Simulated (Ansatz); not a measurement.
# TaO₃: a line through an energy map, part 2 of 2

How does the energy of TaO3 (Pm-3m, No. 221; 4 atoms in the cell) vary with volume per atom, at c/a of the conventional cell = 0.913?

Ansatz 0.2.0; DFT PBEsol, scalar-relativistic, plane waves, PAW. The steps go on from the part before.

## (8) Changing settings: starting moments, scf.algorithm direct_min, spin_polarized left out

input.yaml

```yaml
crystal:
  lattice:
    - [4.1984607311, 0.0, 0.0]
    - [0.0, 4.1984607311, 0.0]
    - [0.0, 0.0, 3.8331946475]
  atoms:
    - { symbol: Ta, position: [0.5, 0.5, 0.5] }
    - { symbol: O, position: [0.0, 0.5, 0.5] }
    - { symbol: O, position: [0.5, 0.5, 0.0] }
    - { symbol: O, position: [0.5, 0.0, 0.5] }
basis:
  ecutwfc: 520.0
kpoints:
  mp_grid: { grid: [12, 12, 12] }
hamiltonian:
  xc: pbesol
  pseudopotentials: { kind: paw, azcp: { folder: soft_1 } }
scf:
  occupations: { method: gaussian, width: 0.15 }
  algorithm: direct_min
output:
  forces: true
  eigenvalues: true
  stress: true
```

Launch:

```console
ansatz run input.yaml --threads 2 --pin off --max-ram 4096MiB --backend cpu --events-out ev --progress --plain --runs-dir out
```

The log of the run:

```text
Warning: <dir> the record states the generating functional pbe (its physics header spells it `PBE`), which answers neither for hamiltonian.xc's functional nor for the pbesol family's — results may be inconsistent (PPs are generated against a specific XC)
Warning: <dir> the record states the generating functional pbe (its physics header spells it `PBE`), which answers neither for hamiltonian.xc's functional nor for the pbesol family's — results may be inconsistent (PPs are generated against a specific XC)
Warning: RAYON_NUM_THREADS=2 ignored (pool sized by the plan → 2); use --threads N
Engine: ansatz 0.2.0, aarch64-unknown-linux-gnu
Pseudopotentials: kind: paw
Pseudopotential: Ta, paw, valence charge 13, recommended cutoff 420 eV (normal), <dir>
Pseudopotential: O, paw, valence charge 6, recommended cutoff 420 eV (normal), <dir>
Functional definition: PBEsol
  exchange = pbesol_x
  correlation = pbesol_c
Crystal: 4 atoms, lattice volume = 67.568 Å³
Basis set: ecut = 520 eV, 1831 PW (Γ), exchange–correlation on 64×64×60 points (8 copies of the dense FFT grid, shifted against one another)
Bands: 20, of which v1, the nominal top of the filled ones, is band 16 counted from 1 (15 counted from 0)
Symmetry: 16 space group operations
Space group: P4/mmm (ITA 123), of the structure as read, at distance tolerance 4.1e-5 Å
k-points: 196 of 1728
Non-local potential: Ta, projectors of the file, l = 0: 3, l = 1: 2, l = 2: 2, l = 3: 1
Non-local potential: O, projectors of the file, l = 0: 2, l = 1: 2, l = 2: 1
PAW form: soft (Blöchl's): semilocal exchange-correlation on the pseudo side does not see the compensation charge
PAW frozen core: Ta, regenerated for the run's functional, and the local potential with it (the file was generated under x = pbe(κ = 0.804, μ = 0.2195149727645171), c = pbe(β = 0.06672455060314922))
PAW frozen core: O, regenerated for the run's functional, and the local potential with it (the file was generated under x = pbe(κ = 0.804, μ = 0.2195149727645171), c = pbe(β = 0.06672455060314922))
PAW one-centre angular grid: Ta, 590 points (default); XC on 64 Gauss nodes
PAW one-centre angular grid: O, 110 points (default); XC on 64 Gauss nodes
Initial density: superposition of atomic densities (chi_scale 0.1, normalization cell, long waves kept (reshape's long-wave potential 0.01 eV rms))
Initial wavefunctions: pseudopotential atomic-orbital guess
Functional: x = pbesol(κ = 0.804, μ = 0.12345679012345678), c = pbesol(β = 0.046)
iter 1 solved again at ethr=5.99e-3 eV; its pass at ethr=1.00e-1 eV (dr2=1.86e0 eV) is discarded
SCF iter   1: F=—  HF=-11490.835608 eV  |F-HF|=—  |Δ(HF+E_count)|=         —  Δρ=5.97e-2  dr2=1.87e0  ethr=5.99e-3  ⟨swp⟩=2.8  Hψ=19553  notcnv=0
preconditioner: auto → LDOS  [metal: Δε(μ)=0.013 eV  Ē_g=10.675 eV  σ=0.150 eV  W_gap=0.05  n_scr=18 (ndim 8)  ℏωp=21.7 eV  f_vac=0.161  D(μ)=3.83/eV (n_scr^D=30)  β→1.0]
iter 2 solved again at ethr=5.79e-4 eV; its pass at ethr=5.99e-3 eV (dr2=1.79e-1 eV) is discarded
SCF iter   2: F=—  HF=-11490.626285 eV  |F-HF|=—  |Δ(HF+E_count)|=   2.09e-1  Δρ=1.70e-2  dr2=1.78e-1  ethr=5.79e-4  ⟨swp⟩=2.4  Hψ=17089  notcnv=0  defer=63
SCF iter   3: F=—  HF=-11490.554535 eV  |F-HF|=—  |Δ(HF+E_count)|=   7.17e-2  Δρ=2.47e-3  dr2=1.42e-3  ethr=5.75e-4  ⟨swp⟩=3.0  Hψ=8104  notcnv=0  defer=75
SCF iter   4: F=—  HF=-11490.555208 eV  |F-HF|=—  |Δ(HF+E_count)|=   6.73e-4  Δρ=5.44e-4  dr2=2.21e-4  ethr=4.59e-6  ⟨swp⟩=5.0  Hψ=10020  notcnv=0  defer=12
SCF iter   5: F=—  HF=-11490.555183 eV  |F-HF|=—  |Δ(HF+E_count)|=   2.51e-5  Δρ=2.07e-4  dr2=1.65e-5  ethr=7.14e-7  ⟨swp⟩=3.0  Hψ=7758  notcnv=0  defer=2
SCF iter   6: F=—  HF=-11490.555179 eV  |F-HF|=—  |Δ(HF+E_count)|=   3.87e-6  Δρ=7.18e-5  dr2=2.71e-6  ethr=5.33e-8  ⟨swp⟩=3.0  Hψ=7977  notcnv=0  defer=2
SCF iter   7: F=-11490.555179 eV  HF=-11490.555179 eV  |F-HF|=1.25e-8  |Δ(HF+E_count)|=   4.51e-7  Δρ=6.86e-6  dr2=1.54e-8  ethr=8.75e-9  ⟨swp⟩=2.0  Hψ=7067  notcnv=0  defer=2
the search or the solves at the SCF's close seem to have found levels that the self-consistency loop had missed (the run counts 13). By its estimate they hold under 1e-12 electrons; where the run keeps them, the occupations were computed again with them
SCF 1 converged in 7 iterations: F = -11490.555179 eV  dr2 = 1.54e-8
  Residual-converged pass: ⟨swp⟩=4.0  Hψ=11516  notcnv=0  max |occ|·‖R‖ = 6.5e-6 eV (tolerance 6.7e-6 eV)  dr2=1.66e-8  dr2_onsite=1.14e-9  max |Δocc| = 1.3e-8
SCF converged after 7 iterations
Stability not checked: this state was not tested for a lower state beside it, because a direct minimisation reached the state, and no test of it is asked (direct_minimisation; see scf.lower_state_search)
Free energy (F): -11490.555179 eV
Harris-Foulkes:  -11490.555179 eV  (|F-HF|=1.25e-8)
Internal energy: -11490.513209 eV  (E = F + TS)
E sigma→0 (E₀):  -11490.534194 eV
Entropy (-TS):   -0.041970 eV (-10.492 meV/atom)
Fermi energy:    2.938463 eV
--- Per-component energies (eV) ---
  E_band       = -381.148964
  E_kinetic    = 875.224104
  E_local      = -2643.929395  (includes V_loc(G=0)·N_el)
  E_nonlocal   = 150.979094
  E_hartree    = 981.707202
  E_xc         = -522.797923
  E_vxc        = -494.807142  (∫ρ·V_xc dr)
  E_paw        = -8650.100479  (= ΣΔE_a)
  E_vpaw       = -232.034784  (= ΣTr[D̂ρ^β])
  E_aug_tail   = 0.000626  (compensation charges beyond the density's cutoff)
  E_ewald      = -1681.916015
  E_core_change = 0.319577  (= ΣΔE_core)
  E_smearing   = -0.041970  (= −TS)
  E_closure    = 0.000000  (closes the sum)
  Σ components = -11490.555179   (vs F -11490.555179, Δ=0.00e0)
--- Forces (eV/Å), atoms counted from 1 ---
  atom   1  Ta    -0.00000000     0.00000000     0.00000000
  atom   2  O      0.00000000     0.00000000     0.00000000
  atom   3  O      0.00000000     0.00000000     0.00000000
  atom   4  O      0.00000000    -0.00000000     0.00000000
  max |Σ_I F_I| component: 5.92e-29 eV/Å
--- Stress (GPa, compression-positive) ---
      -24.872712       0.000000       0.000000
        0.000000     -24.872712       0.000000
        0.000000       0.000000       5.480711
  P = ⅓ Tr σ = -14.7549 GPa (-147.549 kbar)
--- Band table (eV; the first three rows and the last of 196) ---
  k-point 0: bands = ["-64.5595", "-31.0756", "-30.9434", "-30.9434", "-14.4732", "-13.3474", "-13.0446", "0.5894", "0.5894", "1.1020", "2.1764", "2.1764", "2.5500", "2.5500", "2.6180", "2.6435", "5.6023", "5.6417", "5.6417", "8.7229"]
  k-point 1: bands = ["-64.5595", "-31.0848", "-30.9430", "-30.9430", "-14.3856", "-13.3423", "-13.0429", "0.5712", "0.5712", "0.8419", "2.0343", "2.0343", "2.4577", "2.5504", "2.5504", "2.6206", "5.6086", "5.8945", "5.8945", "8.7263"]
  k-point 2: bands = ["-64.5595", "-31.1100", "-30.9418", "-30.9418", "-14.1402", "-13.3248", "-13.0384", "0.0788", "0.5098", "0.5098", "1.7314", "1.7314", "2.1752", "2.5544", "2.5544", "2.5589", "5.6258", "6.5184", "6.5184", "8.7353"]
  k-point 195: bands = ["-64.5594", "-31.2074", "-30.9766", "-30.9766", "-12.7368", "-12.4751", "-12.4751", "-2.9671", "-1.6427", "-1.4117", "-0.9639", "-0.9639", "-0.0550", "3.1946", "3.1946", "3.2758", "8.7367", "9.6491", "9.6491", "12.6233"]
```

Wall time 69 s (2 threads of Arm Neoverse N1, shared host); peak memory 0.91 GiB.

```csv
run,ending,energy change,pressure (GPa),gap (eV),abs. moment (μB),force (eV/Å),cycles,time
step 7,converged,0,-14.2,0.00,1.25,0.00,11,50 s
variant,converged,+12.9 meV/atom,-14.8,0.00,0.00,0.00,7,69 s
```

Changing the spin polarisation and solver moves the energy by +12.9 meV/atom, and the pressure goes from -14.2 to -14.8 GPa and the absolute moment goes from 1.25 to 0.00 μB. The runs ended in different states; step 7 is the lower. Cost: 7 SCF cycles against 11.

## (9) Results

This closing draws on all 2 parts.

```
volume per atom (Å³)  step  energy (meV/atom)  slope (meV/atom per Å³)  pressure (GPa)  magnetic moment (μB per cell)  absolute magnetic moment (μB per cell)
               13.27     3                350                     −240            38.4                           0.72                                    0.82
               14.18     4                190                     −119            19.1                           0.94                                    1.10
               15.08     5                126                      −28             4.4                           0.98                                    1.18
               15.99     6                133                       40            −6.3                           0.99                                    1.22
               16.89     7                192                       89           −14.2                           1.00                                    1.25
```

Energies count from the relaxed crystal. Slopes come from the forces (and the stress, where the cell changes), not from differences of energies.

```csv
run,outcome
"step 8, run with starting moments, scf.algorithm direct_min, spin_polarized left out (against step 7)",+12.9 meV/atom; the pressure goes from -14.2 to -14.8 GPa; the absolute moment goes from 1.25 to 0.00 μB
```

In words: The lowest point computed on the line is at 15.08 Å³, 126 meV/atom from the zero. A fit to energies and slopes at the lowest point and its two neighbours puts the minimum at 15.421 Å³, with a curvature of about 77 meV/atom per (Å³)². V·d²E/dV² there is about 190 GPa, a bulk modulus under this line's constraint. The highest point computed, at 13.27 Å³, lies 224 meV/atom above the lowest. This is one cut through a surface in two coordinates; the map's lowest point lies off it. The runs treat Ta without spin-orbit coupling.
